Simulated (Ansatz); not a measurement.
# GaSiH₃ (singlet): the correlation ladder, cc-pVTZ

One table from this session's results is given with a row withheld; the runs are named, their logs left out.

Program: Ansatz 0.2.0, Gaussian basis. Level of theory: cc-pVTZ, core rule «outside noble gas», up to 19 orbitals frozen. These are calculated values, not measurements.

To be run: UHF; CCSD(T) on RHF; BCCD(T) on RHF; CCSDT(Q) on RHF; CASSCF and NEVPT2, 10 electrons in 11 orbitals.

4 further runs of the same task are left out: 1 for a known fault of the program, 3 set aside as unsound or not needed. Runs told in other sessions of the task aren't counted.

### The system

The geometry is a PBE0/def2-TZVP stationary point (not a proven minimum). No spin-orbit coupling is included. The filled d shell of Ga may be among the frozen orbitals whatever the setting's name suggests.

5 atoms, charge 0, spin multiplicity 1.

Atoms are counted from 1 here; the program's logs count them from 0.

Bond lengths: Si1–Ga2 2.262 Å, Si1–H3 1.596 Å, Si1–H4 1.596 Å, Ga2–H5 1.580 Å. Angles: Ga2–Si1–H3 61.1°, Ga2–Si1–H4 61.1°, H3–Si1–H4 81.5°, Si1–Ga2–H5 158.9°.

Set-up of the first run:

in.yaml

```yaml
crystal:
  periodic: [false, false, false]
  atoms:
    - {symbol: Si, position_ang: [-0.032247, -0.000001, 1.616996]}
    - {symbol: Ga, position_ang: [-0.021140, 0.000000, -0.645355]}
    - {symbol: H, position_ang: [0.903423, 1.042173, 0.851175]}
    - {symbol: H, position_ang: [0.903422, -1.042175, 0.851174]}
    - {symbol: H, position_ang: [0.554022, 0.000001, -2.117132]}
basis:
  gaussian: {orbitals: cc-pVTZ}
magnetization: {spin_polarized: true, initial_magnetization: 0}
hamiltonian: {xc: hf}
output: {orbitals: {seedname: orbitals}}
```

Command:

```bash
> ansatz run in.yaml --threads 1 --pin off --events-out ev --progress --plain --max-ram 2816MiB --backend cpu
```

Steps of the session up to this table: UHF; CCSD(T) on RHF; BCCD(T) on RHF; CCSDT(Q) on RHF; CASSCF and NEVPT2, 10 electrons in 11 orbitals.

One table of the session follows, with a row left open; its other results are not shown here.

It belongs to the step «Misses and costs». 

```
        method  from RCCSDT(Q) (meV)
           RHF               +6724.0
          RMP2               +1243.3
         RCCSD                     ?
      RCCSD(T)                 +55.1
       BCCD(T)                 +53.2
        RCCSDT                 +19.1
     RCCSDT(Q)                     0
CASSCF valence               +4095.3
NEVPT2 valence                +955.9
```

Q: Estimate the row for RCCSD from the others.

As computed: from RCCSDT(Q) (meV): +349.3. In the column «from RCCSDT(Q) (meV)» it lies between RCCSD(T) (+55.1) and NEVPT2 valence (+955.9).

With the free atoms at the same levels and basis (separate runs), the atomisation energy is 11.040 eV at RCCSDT(Q), 11.015 eV at RCCSD(T), 7.723 eV at RHF.
